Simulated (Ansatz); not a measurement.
# Zr2B3: the cost of one run

Program: Ansatz 0.2.0. Level of theory: DFT PBE, scalar-relativistic, plane waves, PAW. These are calculated values, not measurements.

## (1) The system as given

Symmetry: P321, No. 150, trigonal system. Conventional cell: a = 3.309 Å, b = 3.309 Å, c = 5.152 Å, α = 90.00°, β = 90.00°, γ = 120.00°. Zr (site symmetry 3) is surrounded by 6 B at 1.80 to 2.45 Å. B (site symmetry 2) is surrounded by 2 B at 1.43 Å and 2 Zr at 1.80 Å.

Structure file:

```xyz
5
Lattice="3.3087 0.0000 0.0000 -1.6543 2.8654 0.0000 0.0000 0.0000 5.1524" Properties=species:S:1:pos:R:3 pbc="T T T"
Zr    0.0000    1.9103    1.2881
Zr    1.6543    0.9551    3.8643
B     0.4136    0.7163    0.0000
B     2.4815    0.0000    0.0000
B    -1.2408    2.1490    0.0000
```

This is candidate A: La2O3 type (P321, No. 150).

(A quick probe on a coarse mesh, which set the mesh and smearing, is not shown.)

## (3) Coarse relaxation (candidate A)

input.yaml reads:

```yaml
crystal:
  lattice:
    - [3.3086763301, 0.0, 0.0]
    - [-1.654338165, 2.8653977547, 0.0]
    - [0.0, 0.0, 5.1524424367]
  atoms:
    - { symbol: Zr, position: [0.3333333333, 0.6666666667, 0.25] }
    - { symbol: Zr, position: [0.6666666667, 0.3333333333, 0.75] }
    - { symbol: B, position: [0.25, 0.25, 0.0] }
    - { symbol: B, position: [0.75, 0.0, 0.0] }
    - { symbol: B, position: [0.0, 0.75, 0.0] }
basis:
  ecutwfc: 420
kpoints:
  mp_grid: { grid: [6, 6, 4] }
hamiltonian:
  xc: pbe
scf:
  occupations: { method: gaussian, width: 0.1 }
  lower_state_search: "off"
output:
  forces: true
  stress: true
  eigenvalues: true
relax:
  adjacent_minimum: "off"
  f_tol: 0.04
  max_steps: 70
  cell: { stress_tol: 0.4 }
```

Launch:

```sh
> ansatz run input.yaml --threads 1 --pin off --max-ram 2560MiB --backend cpu --events-out ev --progress --plain --runs-dir out
```

Q: Estimate wall time and peak memory on 1 thread of an x86-64 CPU, shared host.

About 1.8 min, with a peak of 0.38 GiB.
